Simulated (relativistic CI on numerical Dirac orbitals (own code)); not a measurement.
# Co⁴⁺: 1s photoemission with charge transfer

Wanted: the shape of the 1s photoemission spectrum of Co⁴⁺ in a cubic metal-ligand cluster, for 3 values of Upd.

Method: charge-transfer multiplet model of a cubic metal-ligand cluster with up to 3 ligand holes, Slater and spin-orbit integrals from Dirac-Coulomb-Breit ions, Slater integrals scaled by 0.7. Code: relativistic CI on numerical Dirac orbitals (own code) version 3.

## Step 1: Starting point

| Item | Value |
| --- | --- |
| ion | Co⁴⁺ (Co V) |
| nuclear charge | 27 |
| electrons | 23 |
| d electrons | 5 |
| ligand holes at most | 3 |
| parameters | in eV; Veg, Vt2g hoppings, tenDq and tenDqL metal and ligand splittings (negative tenDq: tetrahedral), red the scaling of hopping with a core hole |
| temperature | 20 K |
| widths | Lorentz 1.1 eV, Gauss 0.6 eV |

## Step 2: Upd = 9.4 eV

Settings of the run:

```ini
cluster ion=Co4+ d5 ligand_holes=3 slater_scale=0.7
Delta=-0.1 Udd=7.6 Upd=9.4 tenDq=1.8 tenDqL=0.2 Veg=3.8 Vt2g=-1.93 red=0.9
spectrum xps 1s T=20 lorentz=1.1 gauss=0.6
```

Started as:

```bash
> python run_levels.py task.json out
```

One command runs all members of the session, one after another, from task.json.

## Step 3: Upd = 8.2 eV

Settings of the run:

```ini
cluster ion=Co4+ d5 ligand_holes=3 slater_scale=0.7
Delta=-0.1 Udd=7.6 Upd=8.2 tenDq=1.8 tenDqL=0.2 Veg=3.8 Vt2g=-1.93 red=0.9
spectrum xps 1s T=20 lorentz=1.1 gauss=0.6
```

## Step 4: Upd = 8.8 eV

Settings of the run:

```ini
cluster ion=Co4+ d5 ligand_holes=3 slater_scale=0.7
Delta=-0.1 Udd=7.6 Upd=8.8 tenDq=1.8 tenDqL=0.2 Veg=3.8 Vt2g=-1.93 red=0.9
spectrum xps 1s T=20 lorentz=1.1 gauss=0.6
```

(Steps that only read results are left out.)

Before running it: what results should come out? Wanted: d count; ground spin.

**Answer**, as computed:

| run | d count | weight without ligand hole | ground S | up to four highest peaks (% of the highest), eV from the first main peak |
| --- | --- | --- | --- | --- |
| Upd = 9.4 eV | 5.94 | 0.27 | 0.51 | 0.0 (100), 12.8 (22) |
| Upd = 8.2 eV | 5.94 | 0.27 | 0.51 | 0.0 (100), 12.6 (15) |
| Upd = 8.8 eV | 5.94 | 0.27 | 0.51 | 0.0 (100), 12.7 (18) |

```
                           quantity         value
                            d count  5.94 to 5.94
ground spin (effective S from ⟨S²⟩)          0.51
```

In words: From Upd = 8.2 eV to Upd = 9.4 eV the ground-state d count stays at 5.94, as the core hole does not act on the ground state. In the first run the ligand-hole configurations outweigh d5 itself: the bond is strongly covalent. The cluster parameters are drawn, not fitted to a compound.
